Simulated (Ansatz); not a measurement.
# BBrH₂Si (SMILES [SiH2]=BBr): one structure at several levels

The task here is to estimate one member of a computed series from the others.

Computed with Ansatz 0.2.0, Gaussian basis. Level: single points in def2-TZVPP.

Correlated methods freeze the cores. Filled d shells of the heavier atoms are correlated. B3LYP uses VWN-RPA correlation.

**Starting geometry**

SMILES `[SiH2]=BBr`, 5 atoms, charge 0, spin multiplicity 1.

Atoms are counted from 1 here; the program's logs count them from 0.

Bond lengths: Si1–B2 1.733 Å, Si1–H4 1.466 Å, Si1–H5 1.523 Å, B2–Br3 1.765 Å. Angles: B2–Si1–H4 119.6°, B2–Si1–H5 127.8°, H4–Si1–H5 111.8°, Si1–B2–Br3 157.4°.

Coordinates:

```xyz
5

Si   -0.4350    0.4249   -0.2486
B     0.7972   -0.6627    0.3004
Br    1.5346   -1.9220    1.2938
H    -1.3645   -0.0044   -1.2973
H    -0.5695    1.9122    0.0527
```

Set-up of the first run:

Contents of run/in.yaml:

```yaml
crystal:
  periodic: [false, false, false]
  atoms:
    - {symbol: Si, position_ang: [-0.435000, 0.424900, -0.248600]}
    - {symbol: B, position_ang: [0.797200, -0.662700, 0.300400]}
    - {symbol: Br, position_ang: [1.534600, -1.922000, 1.293800]}
    - {symbol: H, position_ang: [-1.364500, -0.004400, -1.297300]}
    - {symbol: H, position_ang: [-0.569500, 1.912200, 0.052700]}
basis:
  gaussian: {orbitals: def2-TZVPP}
correlation: {method: ccsd_t}
output: {forces: true}
```

No record of the launch command was kept for these runs.

Steps of the session up to this table: CCSD(T)/def2-TZVPP; PBE0-D4/def2-TZVPP; wB97M-V/def2-TZVPP; r2SCAN-D4/def2-TZVPP; PBE-D4/def2-TZVPP; B3LYP-D4/def2-TZVPP; BLYP-D4/def2-TZVPP.

One table of the session follows, with a row left open; its other results are not shown here.

```
   method  RMS force component (eV/Å)  angle to CCSD(T) forces (°)  dipole (D)
  CCSD(T)                       1.245                    reference        0.91
  PBE0-D4                       1.107                          2.6        0.90
  wB97M-V                           ?                            ?           ?
r2SCAN-D4                       1.132                          2.2        1.00
   PBE-D4                       1.119                          5.0        1.08
 B3LYP-D4                       1.128                          4.3        0.92
  BLYP-D4                       1.157                          6.3        1.08
```

Q: Estimate the row for wB97M-V from the others.

**Answer.** RMS force component (eV/Å): 1.108; angle to CCSD(T) forces (°): 6.2; dipole (D): 0.87. In the column «RMS force component (eV/Å)» it lies between PBE0-D4 (1.107) and PBE-D4 (1.119).
